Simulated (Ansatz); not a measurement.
**C₄F₈: one species, many methods**

Aim: compute C₄F₈ with functionals from several rungs and with coupled cluster. The yardstick is the atomisation energy at the CCSD(T) limit.

Computed with Ansatz 0.2.0, Gaussian basis. Level: functionals in def2-TZVPP, the program's frozen cores in correlated methods.

The runs, in order: LDA (SPW92), PBE-D4, revPBE-D4, BLYP-D4, r2SCAN-D4, B97M-V, PBE0-D4, B3LYP-D4, r2SCANh-D4, r2SCAN0-D4, HSE06-D4, BHLYP-D4, CAM-B3LYP-D4, LC-ωPBE, ωB97X-V, ωB97M-V, B2PLYP, PBE-QIDH; CCSD(T)/def2-SVP; CCSD(T)/def2-TZVPP; MP2/def2-QZVPP; extrapolation to the limit; RPA on PBE.

## 1. Structure used throughout

All runs share one geometry, relaxed beforehand with PBE0-D4 in a triple-zeta def2 set.

SMILES `F/C(=C(\F)C(F)(F)F)C(F)(F)F`, 12 atoms, charge 0, spin multiplicity 1.

Atoms are counted from 1 here; the program's logs count them from 0.

Bond lengths: F1–C2 1.322 Å, C2–C3 1.328 Å, C2–C9 1.517 Å, C3–F4 1.322 Å, C3–C5 1.513 Å, C5–F6 1.334 Å, C5–F7 1.329 Å, C5–F8 1.328 Å, C9–F10 1.328 Å, C9–F11 1.330 Å, C9–F12 1.333 Å. Angles: F1–C2–C3 118.9°, F1–C2–C9 113.1°, C3–C2–C9 128.0°, C2–C3–F4 119.1°, C2–C3–C5 128.3°, F4–C3–C5 112.7°, C3–C5–F6 111.3°, C3–C5–F7 109.0°, C3–C5–F8 111.9°, F6–C5–F7 107.9°, F6–C5–F8 108.3°, F7–C5–F8 108.3°, C2–C9–F10 109.0°, C2–C9–F11 111.7°, C2–C9–F12 111.7°, F10–C9–F11 108.2°, F10–C9–F12 107.9°, F11–C9–F12 108.2°.

As a file:

```xyz
12
C4F8
F    -0.93478   -1.11793    1.82913
C    -0.36127   -0.59130    0.76119
C    -0.51641    0.70561    0.52400
F    -1.27526    1.42070    1.33680
C     0.07359    1.53050   -0.59889
F    -0.74633    1.57606   -1.64960
F     0.25867    2.77548   -0.17160
F     1.24412    1.05130   -1.00379
C     0.40899   -1.60626   -0.06172
F    -0.04985   -2.82219    0.21161
F     0.26473   -1.39209   -1.36616
F     1.71090   -1.58499    0.22293
```

## 2. LDA

This LDA is Slater exchange with PW92 correlation.

in.yaml reads:

```yaml
crystal:
  periodic: [false, false, false]
  atoms:
    - {symbol: F, position_ang: [-0.934783, -1.117925, 1.829134]}
    - {symbol: C, position_ang: [-0.361270, -0.591297, 0.761186]}
    - {symbol: C, position_ang: [-0.516409, 0.705615, 0.524001]}
    - {symbol: F, position_ang: [-1.275263, 1.420701, 1.336799]}
    - {symbol: C, position_ang: [0.073591, 1.530498, -0.598886]}
    - {symbol: F, position_ang: [-0.746333, 1.576056, -1.649597]}
    - {symbol: F, position_ang: [0.258674, 2.775482, -0.171601]}
    - {symbol: F, position_ang: [1.244120, 1.051302, -1.003794]}
    - {symbol: C, position_ang: [0.408995, -1.606263, -0.061724]}
    - {symbol: F, position_ang: [-0.049849, -2.822190, 0.211613]}
    - {symbol: F, position_ang: [0.264727, -1.392087, -1.366164]}
    - {symbol: F, position_ang: [1.710899, -1.584989, 0.222932]}
basis:
  gaussian: {orbitals: def2-TZVPP}
hamiltonian: {xc: lda}
output: {orbitals: {seedname: orbitals}}
```

On the command line:

```
ansatz run in.yaml --threads 4 --pin off --events-out ev --progress --plain --max-ram 66560MiB --backend cuda --devices 0, --max-vram 37GiB
```

After this run come: PBE-D4 (GGA); revPBE-D4 (GGA); BLYP-D4 (GGA); r2SCAN-D4 (meta-GGA); B97M-V (meta-GGA); B3LYP-D4 (hybrid); r2SCANh-D4 (hybrid); r2SCAN0-D4 (hybrid); HSE06-D4 (hybrid); BHLYP-D4 (hybrid); CAM-B3LYP-D4 (range-separated); LC-ωPBE (range-separated); ωB97X-V (range-separated); ωB97M-V (range-separated); B2PLYP (double hybrid); PBE-QIDH (double hybrid); CCSD(T) in def2-SVP; CCSD(T) in def2-TZVPP; MP2 in def2-QZVPP; RPA on PBE orbitals.

**Question.** What will the summary of the whole plan be? Wanted: atomisation energy, CCSD(T)/CBS; farthest beyond LDA; mean size of error, GGA; mean size of error, meta-GGA; mean size of error, hybrid; mean size of error, range-separated; mean size of error, double hybrid; gap, smallest and largest; T1 diagnostic.

The runs gave:

| quantity | value |
| --- | --- |
| atomisation energy, CCSD(T)/CBS | 5172.6 kJ/mol |
| functionals within 25.9 kJ/mol (0.5 %) | r2SCANh-D4, PBE-QIDH |
| farthest beyond LDA | BHLYP-D4 (-367.2 kJ/mol) |
| mean size of error, GGA | 175.0 kJ/mol |
| mean size of error, meta-GGA | 60.0 kJ/mol |
| mean size of error, hybrid | 117.9 kJ/mol |
| mean size of error, range-separated | 63.5 kJ/mol |
| mean size of error, double hybrid | 31.7 kJ/mol |
| gap, smallest and largest | 4.84 eV (LDA (SPW92)), 12.39 eV (LC-ωPBE) |
| T1 diagnostic | 0.0127 |
| triples share of the correlation energy | 3.3 % |

**Reading.** LDA overbinds by 1330.1 kJ/mol (26 %). PBE-D4 is off by +354.6 kJ/mol. Double hybrids carry the basis error of their MP2 part in triple zeta, and no dispersion term here, so their miss is partly the set-up's. Taken by rung, double hybrid functionals do best (31.7 kJ/mol on average) and GGA ones worst beyond LDA (175.0 kJ/mol). RPA and LDA stand outside this count. Misses under about 25.9 kJ/mol are within the doubt on the reference itself, which lacks core-valence correlation, relativity and higher excitations. Hartree-Fock recovers 66 % of the binding; the rest is correlation. CCSD(T) in def2-SVP is off by -232.1 kJ/mol, which most functionals beat. The gap grows from 4.8 to 12.4 eV across the functionals, mostly with the share of exact exchange. The restricted reference is unstable towards a spin-broken one.
